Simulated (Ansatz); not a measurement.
# SnClF (SMILES [F][Sn][Cl]): single points off equilibrium

Aim: energy, forces and dipole at a structure displaced at random from a GFN2-xTB minimum, from CCSD(T) and from density functionals.

Computed with Ansatz 0.2.0, Gaussian basis. Level: single points in def2-TZVPP.

Correlated methods freeze the cores. Filled d shells of the heavier atoms are correlated. Core potentials replace the inner electrons past krypton, and spin-orbit coupling is left out.

**1. The system as given**

3 atoms, charge 0, spin multiplicity 1.

Atoms are counted from 1 here; the program's logs count them from 0.

Bond lengths: F1–Sn2 2.017 Å, Sn2–Cl3 2.324 Å. Angles: F1–Sn2–Cl3 102.6°.

Coordinates:

```mol
ClFSn
  3D, bonds by distance, orders not assigned

  3  2  0  0  0  0  0  0  0  0999 V2000
   -1.4573    0.2818   -0.7991 F   0  0
    0.1918    0.8551    0.2113 Sn  0  0
    1.3024   -1.1573    0.5545 Cl  0  0
  1  2  8  0
  2  3  8  0
M  END
```

**2. CCSD(T)/def2-TZVPP**

Input file run/in.yaml:

```yaml
crystal:
  periodic: [false, false, false]
  atoms:
    - {symbol: F, position_ang: [-1.457300, 0.281800, -0.799100]}
    - {symbol: Sn, position_ang: [0.191800, 0.855100, 0.211300]}
    - {symbol: Cl, position_ang: [1.302400, -1.157300, 0.554500]}
basis:
  gaussian: {orbitals: def2-TZVPP}
correlation: {method: ccsd_t}
output: {forces: true}
```

No record of the launch command was kept for these runs.

**3. PBE0-D4/def2-TZVPP**

Changes to run/in.yaml since step 2:

```diff
@@ -8,3 +8,3 @@
   gaussian: {orbitals: def2-TZVPP}
-correlation: {method: ccsd_t}
-output: {forces: true}
+hamiltonian: {xc: pbe0, dispersion: d4}
+output: {forces: true, orbitals: {seedname: orbitals}}
```

**4. wB97M-V/def2-TZVPP**

Changes to run/in.yaml since step 3:

```diff
@@ -8,3 +8,3 @@
   gaussian: {orbitals: def2-TZVPP}
-hamiltonian: {xc: pbe0, dispersion: d4}
-output: {forces: true, orbitals: {seedname: orbitals}}
+hamiltonian: {xc: {name: wB97M-V}}
+output: {forces: true}
```

**5. r2SCAN-D4/def2-TZVPP**

Changes to run/in.yaml since step 4:

```diff
@@ -8,3 +8,3 @@
   gaussian: {orbitals: def2-TZVPP}
-hamiltonian: {xc: {name: wB97M-V}}
+hamiltonian: {xc: r2scan, dispersion: d4}
 output: {forces: true}
```

**6. PBE-D4/def2-TZVPP**

Changes to run/in.yaml since step 5:

```diff
@@ -8,3 +8,3 @@
   gaussian: {orbitals: def2-TZVPP}
-hamiltonian: {xc: r2scan, dispersion: d4}
+hamiltonian: {xc: pbe, dispersion: d4}
 output: {forces: true}
```

**7. revPBE-D4/def2-TZVPP**

Changes to run/in.yaml since step 6:

```diff
@@ -8,3 +8,3 @@
   gaussian: {orbitals: def2-TZVPP}
-hamiltonian: {xc: pbe, dispersion: d4}
+hamiltonian: {xc: {name: revPBE}, dispersion: d4}
 output: {forces: true}
```

**8. wB97X-V/def2-TZVPP**

Changes to run/in.yaml since step 7:

```diff
@@ -8,3 +8,3 @@
   gaussian: {orbitals: def2-TZVPP}
-hamiltonian: {xc: {name: revPBE}, dispersion: d4}
+hamiltonian: {xc: {name: wB97X-V}}
 output: {forces: true}
```

(Steps that only read results are left out.)

**Question.** What will these runs give? Wanted: energy less free atoms, CCSD(T)/def2-TZVPP; RMS force component; RMS force error; HOMO and LUMO, PBE0-D4; T1 diagnostic.

**Answer**, as computed:

| quantity | value |
| --- | --- |
| energy less free atoms, CCSD(T)/def2-TZVPP | -202.3 kcal/mol |
| RMS force component | 0.566 to 0.740 eV/Å over the methods |
| RMS force error | PBE0-D4 0.076, wB97M-V 0.056, r2SCAN-D4 0.112, PBE-D4 0.356, revPBE-D4 0.444, wB97X-V 0.049 eV/Å |
| HOMO and LUMO, PBE0-D4 | -8.30 and -3.02 eV |
| T1 diagnostic | 0.016 |

In words: Against CCSD(T) the functionals' energies less atoms differ by -19.9 to -6.8 kcal/mol, PBE-D4 by -19.9 kcal/mol. The reference is not at the basis limit: in triple zeta CCSD(T) underbinds, which counts against methods that bind more; the gaps are no ranking. On forces the order runs from wB97X-V to revPBE-D4. Frozen-core CCSD(T) forces in triple zeta carry basis errors of their own, and this is one geometry, so small gaps rank nothing.
